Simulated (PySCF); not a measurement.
# A gas-phase reaction: FGeH3O2 + F → FGeH2O2 + FH

What reaction energy should one expect for `[OH][GeH]([OH])[F]` + `[F-]` → `[O-][GeH]([OH])[F]` + `F`?

Programs: PySCF 2.14.0. All values are calculated, for the isolated system unless a continuum is named. Atoms count from 0, parts from 1.

## 1. Starting point

Each species was relaxed by itself at PBE0-D3(BJ)/def2-SVPD.

## 2. Energies of the species: wB97M-D3(BJ)/def2-TZVPD

Job settings and geometry (Å):

```
{"job": {"kind": "react", "xc": "wB97M-D3(BJ)", "basis": "def2-TZVPD"}, "charge": 0, "multiplicity": 1}
-1 FGeH3O2 charge 0 multiplicity 1
O      0.745080     0.451890    -1.152750
Ge     0.084540     0.091170     0.442920
O     -1.659010    -0.051960     0.314050
F      0.784820    -1.458900     0.859940
H      1.523590    -0.069310    -1.374220
H      0.411350     1.087260     1.543420
H     -1.965140    -0.509460    -0.475680

-1 F charge -1 multiplicity 1
F      0.000000     0.000000     0.000000

+1 FGeH2O2 charge -1 multiplicity 1
O      1.175450     0.253180     1.345230
Ge     0.232300     0.382720    -0.033940
O     -0.526660    -1.191080    -0.564610
F     -1.240900     1.416920     0.146830
H      0.771240     0.969750    -1.367890
H     -0.378540    -1.814370     0.153250

+1 FH charge 0 multiplicity 1
F      0.459050    -0.003400     0.030790
H     -0.459050     0.003400    -0.030790
```

Method: wB97M-D3(BJ)/def2-TZVPD reaction energy of separated species, gas phase.

On the command line:

```console
> OMP_NUM_THREADS=1 python cluster_run.py task.json out
```

This one command runs all jobs of the session in turn.

Output:

```text
species 1 (FGeH3O2)
coarse grid: 30496 points
cycle   1  E = -2329.1507669726  dE = -3.315e-01  |g| = 1.216e+00  |ddm| = 2.000e+00
cycle   2  E = -2329.0919469246  dE =  5.882e-02  |g| = 1.464e+00  |ddm| = 1.389e+00
cycle   3  E = -2329.3768458471  dE = -2.849e-01  |g| = 4.032e-02  |ddm| = 7.064e-01
cycle   4  E = -2329.3772390461  dE = -3.932e-04  |g| = 1.476e-02  |ddm| = 4.606e-02
cycle   5  E = -2329.3772852791  dE = -4.623e-05  |g| = 7.528e-03  |ddm| = 1.587e-02
cycle   6  E = -2329.3772927092  dE = -7.430e-06  |g| = 1.451e-03  |ddm| = 5.809e-03
final grid: 63176 points
cycle   7  E = -2329.3772489469  dE = -5.436e-07  |g| = 1.415e-03  |ddm| = 2.746e-03
cycle   8  E = -2329.3772488969  dE =  5.009e-08  |g| = 1.599e-03  |ddm| = 1.483e-03
cycle   9  E = -2329.3772492476  dE = -3.508e-07  |g| = 1.258e-04  |ddm| = 7.422e-04
cycle  10  E = -2329.3772492518  dE = -4.125e-09  |g| = 6.029e-05  |ddm| = 1.296e-04
cycle  11  E = -2329.3772492531  dE = -1.341e-09  |g| = 1.019e-05  |ddm| = 1.005e-04
cycle  12  E = -2329.3772492531  dE = -1.955e-11  |g| = 2.013e-06  |ddm| = 1.560e-05
converged SCF energy = -2329.3772492531

species 2 (F)
coarse grid: 5304 points
cycle   1  E = -99.7735595435  dE = -1.701e-01  |g| = 8.390e-01  |ddm| = 3.042e-01
cycle   2  E = -99.4217741307  dE =  3.518e-01  |g| = 1.736e+00  |ddm| = 1.187e+00
cycle   3  E = -99.9129072191  dE = -4.911e-01  |g| = 3.879e-02  |ddm| = 7.668e-01
cycle   4  E = -99.9130379075  dE = -1.307e-04  |g| = 2.144e-02  |ddm| = 3.124e-02
cycle   5  E = -99.9130976974  dE = -5.979e-05  |g| = 1.450e-03  |ddm| = 8.861e-03
cycle   6  E = -99.9130979605  dE = -2.631e-07  |g| = 2.299e-04  |ddm| = 4.862e-04
final grid: 11608 points
cycle   7  E = -99.9130859017  dE =  1.872e-09  |g| = 2.255e-04  |ddm| = 1.777e-04
cycle   8  E = -99.9130858948  dE =  6.925e-09  |g| = 3.200e-04  |ddm| = 1.966e-04
cycle   9  E = -99.9130859089  dE = -1.404e-08  |g| = 1.900e-06  |ddm| = 1.112e-04
cycle  10  E = -99.9130859089  dE = -1.251e-12  |g| = 7.399e-08  |ddm| = 3.603e-06
converged SCF energy = -99.9130859089

species 3 (FGeH2O2)
coarse grid: 28024 points
cycle   1  E = -2328.4636448489  dE = -4.627e-01  |g| = 1.424e+00  |ddm| = 1.907e+00
cycle   2  E = -2328.0082664201  dE =  4.554e-01  |g| = 2.152e+00  |ddm| = 2.181e+00
cycle   3  E = -2328.7977386071  dE = -7.895e-01  |g| = 3.091e-01  |ddm| = 1.526e+00
cycle   4  E = -2328.8132924885  dE = -1.555e-02  |g| = 9.175e-02  |ddm| = 1.865e-01
cycle   5  E = -2328.8146747771  dE = -1.382e-03  |g| = 1.307e-02  |ddm| = 6.068e-02
cycle   6  E = -2328.8147190533  dE = -4.428e-05  |g| = 6.190e-03  |ddm| = 1.884e-02
cycle   7  E = -2328.8147255572  dE = -6.504e-06  |g| = 1.540e-03  |ddm| = 6.755e-03
final grid: 57808 points
cycle   8  E = -2328.8146086137  dE = -8.115e-07  |g| = 1.422e-03  |ddm| = 3.711e-03
cycle   9  E = -2328.8146086249  dE = -1.123e-08  |g| = 1.545e-03  |ddm| = 1.592e-03
cycle  10  E = -2328.8146089288  dE = -3.039e-07  |g| = 1.619e-04  |ddm| = 7.365e-04
cycle  11  E = -2328.8146089373  dE = -8.466e-09  |g| = 9.368e-05  |ddm| = 2.128e-04
cycle  12  E = -2328.8146089411  dE = -3.797e-09  |g| = 3.890e-05  |ddm| = 2.246e-04
cycle  13  E = -2328.8146089414  dE = -3.693e-10  |g| = 1.291e-05  |ddm| = 4.263e-05
converged SCF energy = -2328.8146089414

species 4 (FH)
coarse grid: 7776 points
cycle   1  E = -100.4688188976  dE = -9.408e-02  |g| = 4.644e-01  |ddm| = 6.197e-01
cycle   2  E = -100.4724999646  dE = -3.681e-03  |g| = 5.038e-01  |ddm| = 3.808e-01
cycle   3  E = -100.5053137004  dE = -3.281e-02  |g| = 2.574e-02  |ddm| = 1.678e-01
cycle   4  E = -100.5053896781  dE = -7.598e-05  |g| = 5.006e-03  |ddm| = 1.077e-02
cycle   5  E = -100.5053943192  dE = -4.641e-06  |g| = 4.334e-04  |ddm| = 3.766e-03
final grid: 16976 points
cycle   6  E = -100.5053934980  dE = -6.408e-08  |g| = 1.054e-04  |ddm| = 8.217e-04
cycle   7  E = -100.5053935015  dE = -3.451e-09  |g| = 7.985e-05  |ddm| = 2.175e-04
cycle   8  E = -100.5053935023  dE = -8.344e-10  |g| = 2.076e-05  |ddm| = 3.730e-05
converged SCF energy = -100.5053935023

Reaction energy = -18.263 kcal/mol
```

Run time: 32 s. Hardware: 1 thread of Arm Neoverse V1, shared host; peak memory 0.69 GiB.

Species by species (with the dispersion term, which the log's SCF energies lack):

```csv
ν,species,energy (Eh),HOMO (eV)
-1,[OH][GeH]([OH])[F],-2329.38214,-11.99
-1,[F-],-99.91309,-2.89
+1,[O-][GeH]([OH])[F],-2328.81870,-4.47
+1,F,-100.50563,-14.54
```

## 3. Energies of the species: PBE0-D3(BJ)/def2-TZVPD

Settings changed since step 2:

```diff
@@ -1,2 +1,2 @@
-{"job": {"kind": "react", "xc": "wB97M-D3(BJ)", "basis": "def2-TZVPD"}, "charge": 0, "multiplicity": 1}
+{"job": {"kind": "react", "xc": "PBE0", "basis": "def2-TZVPD", "disp": "d3bj"}, "charge": 0, "multiplicity": 1}
 -1 FGeH3O2 charge 0 multiplicity 1
```

Method: PBE0-D3(BJ)/def2-TZVPD reaction energy of separated species, gas phase.

Output:

```text
species 1 (FGeH3O2)
coarse grid: 30496 points
cycle   1  E = -2328.5386817426  dE = -1.942e-01  |g| = 1.322e+00  |ddm| = 2.042e+00
cycle   2  E = -2328.0820062167  dE =  4.567e-01  |g| = 2.142e+00  |ddm| = 1.875e+00
cycle   3  E = -2328.7926235058  dE = -7.106e-01  |g| = 1.099e-01  |ddm| = 1.230e+00
cycle   4  E = -2328.7939977101  dE = -1.374e-03  |g| = 6.727e-02  |ddm| = 9.505e-02
cycle   5  E = -2328.7945127570  dE = -5.150e-04  |g| = 1.870e-02  |ddm| = 3.811e-02
cycle   6  E = -2328.7945623274  dE = -4.957e-05  |g| = 4.896e-03  |ddm| = 1.087e-02
cycle   7  E = -2328.7945658920  dE = -3.565e-06  |g| = 6.943e-04  |ddm| = 2.871e-03
final grid: 63176 points
cycle   8  E = -2328.7946330616  dE = -1.287e-07  |g| = 7.901e-04  |ddm| = 2.037e-03
cycle   9  E = -2328.7946329806  dE =  8.102e-08  |g| = 1.064e-03  |ddm| = 9.771e-04
cycle  10  E = -2328.7946331501  dE = -1.695e-07  |g| = 1.496e-04  |ddm| = 5.789e-04
cycle  11  E = -2328.7946331534  dE = -3.277e-09  |g| = 2.195e-05  |ddm| = 8.983e-05
cycle  12  E = -2328.7946331534  dE = -6.503e-11  |g| = 5.905e-06  |ddm| = 1.425e-05
converged SCF energy = -2328.7946331534

species 2 (F)
coarse grid: 1088 points
cycle   1  E = -99.6480299908  dE = -8.108e-02  |g| = 8.599e-01  |ddm| = 3.156e-01
cycle   2  E = -97.8823061729  dE =  1.766e+00  |g| = 3.110e+00  |ddm| = 2.037e+00
cycle   3  E = -99.7922027745  dE = -1.910e+00  |g| = 7.027e-02  |ddm| = 1.718e+00
cycle   4  E = -99.7924511220  dE = -2.483e-04  |g| = 5.277e-02  |ddm| = 6.585e-02
cycle   5  E = -99.7928802840  dE = -4.292e-04  |g| = 8.706e-03  |ddm| = 1.832e-02
cycle   6  E = -99.7928921043  dE = -1.182e-05  |g| = 1.037e-03  |ddm| = 3.146e-03
cycle   7  E = -99.7928922756  dE = -1.713e-07  |g| = 4.564e-06  |ddm| = 4.256e-04
final grid: 11608 points
cycle   8  E = -99.7963210859  dE = -3.387e-06  |g| = 9.094e-04  |ddm| = 3.670e-03
cycle   9  E = -99.7963207951  dE =  2.908e-07  |g| = 1.611e-03  |ddm| = 9.527e-04
cycle  10  E = -99.7963211908  dE = -3.957e-07  |g| = 1.338e-04  |ddm| = 7.234e-04
cycle  11  E = -99.7963211937  dE = -2.821e-09  |g| = 9.473e-06  |ddm| = 6.123e-05
cycle  12  E = -99.7963211937  dE = -1.552e-11  |g| = 5.050e-07  |ddm| = 4.784e-06
converged SCF energy = -99.7963211937

species 3 (FGeH2O2)
coarse grid: 28024 points
cycle   1  E = -2327.8429022781  dE = -2.710e-01  |g| = 1.513e+00  |ddm| = 1.949e+00
cycle   2  E = -2325.2228871795  dE =  2.620e+00  |g| = 3.451e+00  |ddm| = 1.654e+01
cycle   3  E = -2328.0597791575  dE = -2.837e+00  |g| = 9.180e-01  |ddm| = 1.642e+01
cycle   4  E = -2328.2223255015  dE = -1.625e-01  |g| = 1.824e-01  |ddm| = 5.605e-01
cycle   5  E = -2328.2267140972  dE = -4.389e-03  |g| = 8.746e-02  |ddm| = 1.467e-01
cycle   6  E = -2328.2276003393  dE = -8.862e-04  |g| = 2.983e-02  |ddm| = 5.471e-02
cycle   7  E = -2328.2277477823  dE = -1.474e-04  |g| = 1.096e-02  |ddm| = 1.961e-02
cycle   8  E = -2328.2277665548  dE = -1.877e-05  |g| = 3.631e-03  |ddm| = 6.115e-03
cycle   9  E = -2328.2277688089  dE = -2.254e-06  |g| = 5.155e-04  |ddm| = 2.261e-03
final grid: 57808 points
cycle  10  E = -2328.2277294404  dE = -1.631e-07  |g| = 8.150e-04  |ddm| = 2.453e-03
cycle  11  E = -2328.2277290014  dE =  4.390e-07  |g| = 1.738e-03  |ddm| = 1.364e-03
cycle  12  E = -2328.2277295590  dE = -5.576e-07  |g| = 1.855e-04  |ddm| = 9.930e-04
cycle  13  E = -2328.2277295649  dE = -5.906e-09  |g| = 5.470e-05  |ddm| = 1.269e-04
cycle  14  E = -2328.2277295655  dE = -5.275e-10  |g| = 7.759e-06  |ddm| = 3.112e-05
converged SCF energy = -2328.2277295655

species 4 (FH)
coarse grid: 1712 points
cycle   1  E = -100.3540981665  dE = -3.605e-02  |g| = 4.957e-01  |ddm| = 6.253e-01
cycle   2  E = -100.3145804322  dE =  3.952e-02  |g| = 7.430e-01  |ddm| = 5.125e-01
cycle   3  E = -100.3938207923  dE = -7.924e-02  |g| = 2.284e-02  |ddm| = 2.892e-01
cycle   4  E = -100.3938963544  dE = -7.556e-05  |g| = 4.205e-03  |ddm| = 9.787e-03
cycle   5  E = -100.3938983382  dE = -1.984e-06  |g| = 3.555e-04  |ddm| = 1.247e-03
final grid: 16976 points
cycle   6  E = -100.3948396211  dE = -1.855e-05  |g| = 3.988e-03  |ddm| = 7.499e-03
cycle   7  E = -100.3948377058  dE =  1.915e-06  |g| = 5.485e-03  |ddm| = 3.345e-03
cycle   8  E = -100.3948417744  dE = -4.069e-06  |g| = 9.948e-05  |ddm| = 2.008e-03
cycle   9  E = -100.3948417757  dE = -1.283e-09  |g| = 1.780e-05  |ddm| = 3.931e-05
cycle  10  E = -100.3948417757  dE = -4.758e-11  |g| = 3.054e-06  |ddm| = 1.026e-05
converged SCF energy = -100.3948417757

Reaction energy = -19.607 kcal/mol
```

Run time: 16 s. Hardware: 1 thread of Arm Neoverse V1, shared host; peak memory 0.64 GiB.

Reaction energy at this level: -19.61 kcal/mol.

## 4. Comparing the runs

Energies in kcal/mol, with wall time:

```csv
run,reaction,time
wB97M-D3(BJ)/def2-TZVPD,-18.26,32 s
PBE0-D3(BJ)/def2-TZVPD,-19.61,16 s
```

## 5. Summary of results

| quantity | value |
| --- | --- |
| reaction energy (wB97M-D3(BJ)/def2-TZVPD) | -18.26 kcal/mol |
| ΔH, ΔG at 298 K (xTB thermal terms) | -19.5, -20.9 kcal/mol |
| range of the reaction energy over the runs of this table | -19.61 to -18.26 kcal/mol |

The reaction is exothermic by 19.5 kcal/mol in the gas phase; dispersion gives +0.35, and xTB itself gave -19.68 for the electronic energy (xTB energies and thermal terms come from the earlier relaxation of each species, not shown). No barrier was sought. The reaction energy runs from -19.61 (PBE0-D3(BJ)/def2-TZVPD) to -18.26 kcal/mol (wB97M-D3(BJ)/def2-TZVPD).
